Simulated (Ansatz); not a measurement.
**Al2Rh3 (element-swapped structure): how the settings move a single-point run**

Aim: see which settings change the result for Al2Rh3 (element-swapped structure), by how much, and at what cost.

Program: Ansatz 0.2.0. Level of theory: reference: DFT r2SCAN, plane waves, PAW, scalar-relativistic, no spin polarisation. These are calculated values, not measurements.

1 further run of the same task is left out (it didn't finish).

### 1 Starting point

Symmetry: R-3c, No. 167, trigonal system. Conventional cell: a = 5.210 Å, b = 5.210 Å, c = 14.222 Å, α = 90.00°, β = 90.00°, γ = 120.00°. Al (site symmetry 3) has 6 Rh at 2.03 to 2.16 Å as nearest neighbours. Around Rh (site symmetry 2) lie 4 Al at 2.03 to 2.16 Å.

As a file:

```cif
data_structure
_symmetry_space_group_name_H-M 'R-3c:H'
_symmetry_Int_Tables_number 167
_cell_length_a 5.2105
_cell_length_b 5.2105
_cell_length_c 14.2224
_cell_angle_alpha 90.000
_cell_angle_beta 90.000
_cell_angle_gamma 120.000
_cell_volume 334.39
loop_
_atom_site_label
_atom_site_type_symbol
_atom_site_symmetry_multiplicity
_atom_site_Wyckoff_symbol
_atom_site_fract_x
_atom_site_fract_y
_atom_site_fract_z
_atom_site_occupancy
Al1 Al 12 c 0.66667 0.33333 0.18549 1
Rh1 Rh 18 e 0.63957 0.66667 0.41667 1
```

### 2 The reference run

The input, input.yaml:

```yaml
crystal:
  lattice:
    - [2.60524181, 4.5124062, 0.0]
    - [-2.60524181, 4.5124062, 0.0]
    - [0.0, -3.0082708, 4.7407936]
  atoms:
    - { symbol: Al, position: [0.35216, 0.35216, 0.05648] }
    - { symbol: Al, position: [0.14784, 0.14784, 0.44352] }
    - { symbol: Al, position: [0.64784, 0.64784, 0.94352] }
    - { symbol: Al, position: [0.85216, 0.85216, 0.55648] }
    - { symbol: Rh, position: [0.55624, 0.94376, 0.75] }
    - { symbol: Rh, position: [0.25, 0.55624, 0.75] }
    - { symbol: Rh, position: [0.94376, 0.25, 0.75] }
    - { symbol: Rh, position: [0.44376, 0.05624, 0.25] }
    - { symbol: Rh, position: [0.75, 0.44376, 0.25] }
    - { symbol: Rh, position: [0.05624, 0.75, 0.25] }
  symmetry: { tolerance: 0.0003 }
kpoints:
  mp_grid: { grid: [4, 4, 4], shift: [0, 0, 0] }
magnetization:
  spin_polarized: false
scf:
  occupations: { method: fermi_dirac, width: 0.0545 }
hamiltonian:
  pseudopotentials: { kind: paw }
  xc: r2scan
basis:
  ecutwfc: 500
output:
  forces: true
  stress: true
  eigenvalues: true
```

Started as:

```sh
$ ansatz run input.yaml --threads 1 --pin off --max-ram 2560MiB --backend cpu --events-out ev --progress --plain --runs-dir out
```

The program printed, cut to the lines that bear on the results:

```text
Warning: crystal.lattice misses the space group found at crystal.symmetry.tolerance 3.0e-4 in a digit that the deck types, which is why this is a warning: making the lattice exact moves one of its numbers by a whole unit of that number's last typed decimal, or more. The operation that it [...]
Warning: RAYON_NUM_THREADS=1 ignored (pool sized by the plan → 1); use --threads N
[...]
Pseudopotentials: kind: paw
Pseudopotential: Al, paw, valence charge 3, recommended cutoff 500 eV (meta_gga), Al.paw.azcp
Pseudopotential: Rh, paw, valence charge 17, recommended cutoff 500 eV (meta_gga), Rh.paw.azcp
Functional definition: r2SCAN
[...]
Crystal: 10 atoms, lattice volume = 111.465 Å³
Basis set: ecut = 500 eV, 2849 PW (Γ), exchange–correlation on 160×160×180 points (64 copies of the dense FFT grid, shifted against one another)
Bands: 69, of which v1, the nominal top of the filled ones, is band 57 counted from 1 (56 counted from 0)
Symmetry: 12 space group operations
Space group: R-3c (ITA 167), of the structure as read, at distance tolerance 1.4e-3 Å
k-points: 13 of 64
[...]
SCF iter   1: F=—  HF=-40638.700420 eV  |F-HF|=—  |Δ(HF+E_count)|=         —  Δρ=1.52e-2  dr2=2.07e-1  dr2_τ=5.09e-1  ethr=1.77e-3  ⟨swp⟩=6.1  Hψ=3528  notcnv=0  defer=13
[...]
SCF iter   8: F=-40638.967433 eV  HF=-40638.967433 eV  |F-HF|=3.18e-8  |Δ(HF+E_count)|=   9.54e-8  Δρ=6.57e-6  dr2=4.70e-8  dr2_τ=3.98e-9  ethr=8.77e-11  ⟨swp⟩=8.2  Hψ=4531  notcnv=0
[...]
SCF converged after 8 iterations
Free energy (F): -40638.967433 eV
[...]
E sigma→0 (E₀):  -40638.957282 eV
Entropy (-TS):   -0.020302 eV (-2.030 meV/atom)
Fermi energy:    21.165155 eV
[...]
--- Forces (eV/Å), atoms counted from 1 ---
  atom   1  Al    -0.00000000     0.00000000    -0.90181505
  atom   2  Al     0.00000000    -0.00000000     0.90181505
  atom   3  Al     0.00000000    -0.00000000     0.90181505
  atom   4  Al    -0.00000000     0.00000000    -0.90181505
  atom   5  Rh     0.29289379     0.00000000     0.00000000
  atom   6  Rh    -0.14644690     0.25365347    -0.00000000
  atom   7  Rh    -0.14644690    -0.25365347    -0.00000000
  atom   8  Rh    -0.29289379    -0.00000000    -0.00000000
[...]
--- Stress (GPa, compression-positive) ---
      129.398372       0.000000       0.000000
       -0.000000     129.398372      -0.000000
        0.000000       0.000000     114.139782
  P = ⅓ Tr σ = 124.3122 GPa (1243.122 kbar)
--- Band table (eV; the first three rows and the last of 13) ---
[...]
```

It took 16 s on 1 thread of Arm Neoverse V1, shared host; peak memory 0.7 GiB.

### 3 Changed: chi_scale 0.0

Changes to input.yaml since step 2:

```diff
@@ -23,2 +23,3 @@
   occupations: { method: fermi_dirac, width: 0.0545 }
+  initial_density: { chi_scale: 0.0 }
 hamiltonian:
```

Started as:

```sh
$ ansatz run input.yaml --threads 1 --pin off --max-ram 2560MiB --backend cpu --events-out ev --progress --plain --runs-dir out
```

The program printed, cut to the lines that bear on the results:

```text
Warning: crystal.lattice misses the space group found at crystal.symmetry.tolerance 3.0e-4 in a digit that the deck types, which is why this is a warning: making the lattice exact moves one of its numbers by a whole unit of that number's last typed decimal, or more. The operation that it [...]
Warning: RAYON_NUM_THREADS=1 ignored (pool sized by the plan → 1); use --threads N
[...]
Pseudopotentials: kind: paw
Pseudopotential: Al, paw, valence charge 3, recommended cutoff 500 eV (meta_gga), Al.paw.azcp
Pseudopotential: Rh, paw, valence charge 17, recommended cutoff 500 eV (meta_gga), Rh.paw.azcp
Functional definition: r2SCAN
[...]
Crystal: 10 atoms, lattice volume = 111.465 Å³
Basis set: ecut = 500 eV, 2849 PW (Γ), exchange–correlation on 160×160×180 points (64 copies of the dense FFT grid, shifted against one another)
Bands: 69, of which v1, the nominal top of the filled ones, is band 57 counted from 1 (56 counted from 0)
Symmetry: 12 space group operations
Space group: R-3c (ITA 167), of the structure as read, at distance tolerance 1.4e-3 Å
[...]
SCF iter   9: F=-40638.967433 eV  HF=-40638.967433 eV  |F-HF|=3.90e-8  |Δ(HF+E_count)|=   3.52e-7  Δρ=8.15e-6  dr2=4.49e-8  dr2_τ=6.15e-9  ethr=8.77e-11  ⟨swp⟩=11.6  Hψ=4341  notcnv=0
[...]
SCF converged after 9 iterations
Free energy (F): -40638.967433 eV
[...]
E sigma→0 (E₀):  -40638.957282 eV
Entropy (-TS):   -0.020302 eV (-2.030 meV/atom)
Fermi energy:    21.165233 eV
[...]
--- Forces (eV/Å), atoms counted from 1 ---
  atom   1  Al    -0.00000000     0.00000000    -0.90180155
  atom   2  Al     0.00000000    -0.00000000     0.90180155
  atom   3  Al     0.00000000    -0.00000000     0.90180155
  atom   4  Al    -0.00000000     0.00000000    -0.90180155
  atom   5  Rh     0.29286586     0.00000000     0.00000000
  atom   6  Rh    -0.14643293     0.25362927    -0.00000000
  atom   7  Rh    -0.14643293    -0.25362927    -0.00000000
  atom   8  Rh    -0.29286586    -0.00000000    -0.00000000
[...]
--- Stress (GPa, compression-positive) ---
      129.398531       0.000000       0.000000
       -0.000000     129.398531       0.000000
        0.000000       0.000000     114.139842
  P = ⅓ Tr σ = 124.3123 GPa (1243.123 kbar)
--- Band table (eV; the first three rows and the last of 13) ---
[...]
```

Wall time 17 s (1 thread of Arm Neoverse V1, shared host); peak memory 0.69 GiB.

The changed start doesn't alter the result here (within 0.5 meV/atom). Cost: 9 SCF cycles against 8.

### 4 A further run, with the input changed

Changes to input.yaml since step 2:

```diff
@@ -32 +32,2 @@
   eigenvalues: true
+total_charge: -1
```

Started as:

```sh
$ ansatz run input.yaml --threads 1 --pin off --max-ram 2560MiB --backend cpu --events-out ev --progress --plain --runs-dir out
```

The program printed, cut to the lines that bear on the results:

```text
Warning: crystal.lattice misses the space group found at crystal.symmetry.tolerance 3.0e-4 in a digit that the deck types, which is why this is a warning: making the lattice exact moves one of its numbers by a whole unit of that number's last typed decimal, or more. The operation that it [...]
Warning: RAYON_NUM_THREADS=1 ignored (pool sized by the plan → 1); use --threads N
[...]
Pseudopotentials: kind: paw
Pseudopotential: Al, paw, valence charge 3, recommended cutoff 500 eV (meta_gga), Al.paw.azcp
Pseudopotential: Rh, paw, valence charge 17, recommended cutoff 500 eV (meta_gga), Rh.paw.azcp
Functional definition: r2SCAN
[...]
Crystal: 10 atoms, lattice volume = 111.465 Å³
Basis set: ecut = 500 eV, 2849 PW (Γ), exchange–correlation on 160×160×180 points (64 copies of the dense FFT grid, shifted against one another)
Bands: 69, of which v1, the nominal top of the filled ones, is band 58 counted from 1 (57 counted from 0)
Symmetry: 12 space group operations
Space group: R-3c (ITA 167), of the structure as read, at distance tolerance 1.4e-3 Å
[...]
SCF iter   8: F=-40617.575561 eV  HF=-40617.575561 eV  |F-HF|=3.55e-8  |Δ(HF+E_count)|=   2.00e-7  Δρ=6.20e-6  dr2=4.85e-8  dr2_τ=4.62e-9  ethr=8.70e-11  ⟨swp⟩=12.1  Hψ=4430  notcnv=0
[...]
SCF converged after 8 iterations
Free energy (F): -40617.575561 eV
[...]
E sigma→0 (E₀):  -40617.551581 eV
Entropy (-TS):   -0.047960 eV (-4.796 meV/atom)
Fermi energy:    21.541636 eV
[...]
--- Forces (eV/Å), atoms counted from 1 ---
  atom   1  Al    -0.00000000     0.00000000    -0.91489534
  atom   2  Al     0.00000000    -0.00000000     0.91489534
  atom   3  Al     0.00000000    -0.00000000     0.91489534
  atom   4  Al    -0.00000000     0.00000000    -0.91489534
  atom   5  Rh     0.35318589     0.00000000     0.00000000
  atom   6  Rh    -0.17659294     0.30586795    -0.00000000
  atom   7  Rh    -0.17659294    -0.30586795    -0.00000000
  atom   8  Rh    -0.35318589    -0.00000000    -0.00000000
[...]
--- Stress (GPa, compression-positive) ---
      123.931789       0.000000       0.000000
        0.000000     123.931789       0.000000
        0.000000      -0.000000     108.318597
  P = ⅓ Tr σ = 118.7274 GPa (1187.274 kbar)
--- Band table (eV; the first three rows and the last of 13) ---
[...]
```

It took 16 s on 1 thread of Arm Neoverse V1, shared host; peak memory 0.71 GiB.

### 5 A look at that input

The program finished normally, with warnings (structure snapped to symmetry). Its log warns: «crystal.lattice misses the space group found at crystal.symmetry.tolerance 3.0e-4 in a digit that the deck types ...»

Look at the input: total_charge is -1. The typed charge changes the electron count, so this is no longer the system that was meant.

The way back: delete total_charge (the default then holds).

Total energies don't compare across a change of charge; the pressure goes from 124.3 to 118.7 GPa. A charged periodic cell is neutralised by a uniform background, so its energy and pressure also depend on the cell's size.

### 6 Changed: occupations.method cold, occupations.width 0.15, hubbard.sites [{species: Rh, l: d, u_eff: 5.0}], hubbard.double_counting fll

Changes to input.yaml since step 2:

```diff
@@ -22,3 +22,3 @@
 scf:
-  occupations: { method: fermi_dirac, width: 0.0545 }
+  occupations: { method: cold, width: 0.15 }
 hamiltonian:
@@ -26,2 +26,3 @@
   xc: r2scan
+  hubbard: { sites: [{ species: Rh, l: d, u_eff: 5.0 }], double_counting: fll }
 basis:
```

Started as:

```sh
$ ansatz run input.yaml --threads 1 --pin off --max-ram 2560MiB --backend cpu --events-out ev --progress --plain --runs-dir out
```

The program printed, cut to the lines that bear on the results:

```text
Warning: crystal.lattice misses the space group found at crystal.symmetry.tolerance 3.0e-4 in a digit that the deck types, which is why this is a warning: making the lattice exact moves one of its numbers by a whole unit of that number's last typed decimal, or more. The operation that it [...]
Warning: RAYON_NUM_THREADS=1 ignored (pool sized by the plan → 1); use --threads N
Al: projections on atomic orbitals take those of the free atom [Ne] 3s2 3p1, of charge +0.00 (hamiltonian.pseudopotentials.projection_atoms); the dataset's partial waves leave at most 3.3e-8 of an orbital's norm unspanned inside its sphere
Rh: projections on atomic orbitals take those of the free atom [Ar 3d10] 4s2 4p6 4d8 5s1, of charge +0.00 (hamiltonian.pseudopotentials.projection_atoms); the dataset's partial waves leave at most 8.9e-6 of an orbital's norm unspanned inside its sphere
[...]
Pseudopotentials: kind: paw
Pseudopotential: Al, paw, valence charge 3, recommended cutoff 500 eV (meta_gga), Al.paw.azcp
[...]
SCF converged after 9 iterations
Stability not checked: this state was not tested for a lower state beside it, because cold or Methfessel-Paxton smearing, or corrected tetrahedra, fill the levels in a way that the test cannot read (fill_not_monotonic; see scf.lower_state_search)
Free energy (F): -40624.275038 eV
[...]
E sigma→0 (E₀):  -40624.274333 eV
Entropy (-TS):   -0.002117 eV (-0.212 meV/atom)
Fermi energy:    20.356020 eV
[...]
--- Forces (eV/Å), atoms counted from 1 ---
  atom   1  Al    -0.00000000     0.00000000    -0.76607685
  atom   2  Al     0.00000000    -0.00000000     0.76607685
  atom   3  Al     0.00000000    -0.00000000     0.76607685
  atom   4  Al    -0.00000000     0.00000000    -0.76607685
  atom   5  Rh     0.31640526     0.00000000     0.00000000
  atom   6  Rh    -0.15820263     0.27401499    -0.00000000
  atom   7  Rh    -0.15820263    -0.27401499    -0.00000000
  atom   8  Rh    -0.31640526     0.00000000    -0.00000000
[...]
--- Stress (GPa, compression-positive) ---
      120.237383       0.000000       0.000000
        0.000000     120.237383       0.000000
        0.000000      -0.000000     104.778250
  P = ⅓ Tr σ = 115.0843 GPa (1150.843 kbar)
--- Band table (eV; the first three rows and the last of 13) ---
[...]
Occupation matrices written to <dir>
```

It took 21 s on 1 thread of Arm Neoverse V1, shared host; peak memory 0.8 GiB.

Changing the smearing and Hubbard U moves the energy by +1.47 eV/atom (σ→0 values), and the pressure goes from 124.3 to 115.1 GPa and the largest force goes from 0.90 to 0.77 eV/Å. The U term adds an energy of its own, so the shift says nothing about which run is better. Cost: 9 SCF cycles against 8.

### 7 All runs together

| run | ending | energy change | pressure (GPa) | gap (eV) | force (eV/Å) | cycles | time |
| --- | --- | --- | --- | --- | --- | --- | --- |
| reference | converged | 0 | 124.3 | 0.00 | 0.90 | 8 | 16 s |
| 1: chi_scale 0.0 | converged | 0.0 meV/atom | 124.3 | 0.00 | 0.90 | 9 | 17 s |
| 2: total_charge -1 | converged | not comparable | 118.7 | 0.00 | 0.91 | 8 | 16 s |
| 3: occupations.method cold, occupations.width 0.15, hubbard.sites [{species: Rh, l: d, u_eff: 5.0}], hubbard.double_counting fll | converged | +1.47 eV/atom (σ→0) (U changed: no physical gain or loss) | 115.1 | 0.00 | 0.77 | 9 | 21 s |

Residual by cycle in the longest SCF loop of each run; runs are numbered as in the table. The quantity is the density residual dr2, in eV.

```
cycle  reference    run 1    run 2   run 3
    1      0.207     5.57     1.36    2.53
    2     0.0484    0.739   0.0485   0.869
    3     0.0023    0.181   0.0113   0.118
    4     7.3e-4  0.00718  0.00236  0.0171
    5     2.0e-5   9.3e-4   1.1e-4  9.2e-4
    6     2.7e-6   1.1e-4   9.6e-6  9.1e-5
    7     5.3e-7   6.9e-6   7.4e-7  8.0e-6
    8     4.7e-8   3.5e-7   4.8e-8  7.5e-7
    9          -   4.5e-8        -  5.7e-8
```

«chi_scale 0.0» leaves the energy as it was. A changed U is a change of model: its shifts are not errors of convergence. The structure is not at rest: the sound run finds 124 GPa, so these are no properties of the relaxed crystal. 

The reference has limits of its own: it is run without spin, though an odd electron count or open d shells could carry moments; its mesh is coarse for a cell with so small a gap or none; the structure is made up and not relaxed.
